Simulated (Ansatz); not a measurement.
# MgCd3O2: the cost of one run

Method: DFT PBE, scalar-relativistic, plane waves, PAW, unless a step names another level, in Ansatz 0.2.0.

9 further runs of the same task are left out: 1 that didn't finish, 8 set aside as unsound or not needed.

### Step 1. The formula and the candidates

Pauling electronegativities: Mg 1.31, Cd 1.69, O 3.44 (spread 2.13). No set of common oxidation states balances it. Tabulated atomic sizes suggest about 17 Å³/atom. 31 candidates were drawn, by swapping species into database cells of other compounds, at random by space group and Wyckoff sites, or by hand, as the table says:

```
name                                                      made from  space group no.                   Wyckoff sites  atoms (primitive cell)  V (Å³/atom)
 c01                                       database cell of TmCo3B2              191              Mg 1a; Cd 3g; O 2c                       6         16.4
 c02                                                         random              187  Mg 1a; Cd 1d, 1b, 1c; O 1f, 1e                       6         18.9
 c03                                      database cell of TbCo2Ni3               65          Mg 2a; Cd 2c, 4i; O 4f                       6         18.9
 c04                                                         random               10          Mg 1b; Cd 2k, 1c; O 2m                       6         18.3
 c05                                                         random              191          Mg 1b; Cd 2c, 1a; O 2d                       6         20.9
 c06                                       database cell of Y2AlCo3              166              Mg 3a; Cd 9d; O 6c                       6         18.4
 c07                                                         random              156  Mg 1a; Cd 1b, 1a, 1a; O 1b, 1b                       6         20.3
 c08                                                         random              183              Mg 1a; Cd 3c; O 2b                       6         19.9
 c09                                                         random              191              Mg 1b; Cd 3f; O 2e                       6         21.1
 c10                                       database cell of CrFe3B2               42          Mg 4a; Cd 4a, 8c; O 8b                       6         15.9
 c11                                                         random               38          Mg 2b; Cd 4e, 2b; O 4c                       6         19.9
 c12                                      database cell of Li3PrBi2              164          Mg 1a; Cd 2d, 1b; O 2d                       6         19.9
 c13                                                         random              123          Mg 1c; Cd 2g, 1b; O 2h                       6         17.7
 c14                                      database cell of Ti3NbAl2              164          Mg 1b; Cd 2d, 1a; O 2d                       6         19.7
 c15  built by hand: rocksalt (001) MgO-CdO bilayer with Cd bilayer               99  Mg 1a; Cd 1b, 1b, 1a; O 1b, 1a                       6         17.1
 c16       built by hand: rocksalt (111) oxide slab with Cd bilayer              156  Mg 1a; Cd 1c, 1b, 1c; O 1b, 1a                       6         17.0
 c17                            built by hand: ordered cuprite Cu2O              166              Mg 3a; Cd 9e; O 6c                       6         17.7
 c18                                       database cell of Y2Ga3Cu              156  Mg 1a; Cd 1b, 1b, 1a; O 1c, 1c                       6         18.2
 c19                                                         random                8          Mg 2a; Cd 2a, 4b; O 4b                       6         20.7
 c20                                                         random              160          Mg 3a; Cd 9b; O 3a, 3a                       6         18.2
 c21                                                         random              187          Mg 1b; Cd 1e, 2h; O 2i                       6         18.5
 c22                                                         random              123          Mg 1b; Cd 2e, 1c; O 2f                       6         18.2
 c23     built by hand: MgO2Cd2 octahedral slab with Cd metal layer              164          Mg 1a; Cd 2d, 1b; O 2d                       6         17.0
 c24                                                         random              156          Mg 1a; Cd 3d; O 1a, 1c                       6         20.0
 c25                                                         random              139          Mg 2a; Cd 4d, 2b; O 4e                       6         20.6
 c26                                                         random               38          Mg 2a; Cd 2b, 4d; O 4c                       6         19.6
 c27                                                         random              155              Mg 3b; Cd 9d; O 6c                       6         17.8
 c28                                      database cell of Nd2Ge3Ir               25  Mg 1d; Cd 1c, 1c, 1d; O 1b, 1a                       6         18.6
 c29                                                         random              191          Mg 1b; Cd 2c, 1a; O 2e                       6         21.6
 c30                                      database cell of CeGa2Ni3               65          Mg 2b; Cd 4i, 2d; O 4f                       6         16.2
 c31               built by hand: oxygen-deficient ordered rocksalt              123          Mg 1a; Cd 1c, 2e; O 2f                       6         17.0
```

### Step 2. Screening run of c23

Input file input.yaml:

```yaml
crystal:
  lattice:
    - [3.3, 0.0, 0.0]
    - [-1.65, 2.85788383, 0.0]
    - [0.0, 0.0, 10.8]
  atoms:
    - { symbol: Mg, position: [0.0, 0.0, 0.0] }
    - { symbol: Cd, position: [0.66666667, 0.33333333, 0.225] }
    - { symbol: Cd, position: [0.33333333, 0.66666667, 0.775] }
    - { symbol: Cd, position: [0.0, 0.0, 0.5] }
    - { symbol: O, position: [0.33333333, 0.66666667, 0.106] }
    - { symbol: O, position: [0.66666667, 0.33333333, 0.894] }
basis:
  ecutwfc: 420
kpoints:
  mp_grid: { grid: [6, 6, 2] }
hamiltonian:
  xc: pbe
scf:
  occupations: { method: gaussian, width: 0.2 }
  lower_state_search: "off"
output:
  forces: true
  stress: true
  eigenvalues: true
relax:
  adjacent_minimum: "off"
  f_tol: 0.08
  max_steps: 16
  cell: { stress_tol: 0.8 }
```

Started as:

```bash
> ansatz run input.yaml --threads 1 --pin off --max-ram 2560MiB --backend cpu --events-out ev --progress --plain --runs-dir out
```

Q: Estimate wall time and peak memory on 1 thread of AMD EPYC (Zen 3), shared host.

About 59 s, with a peak of 0.42 GiB.
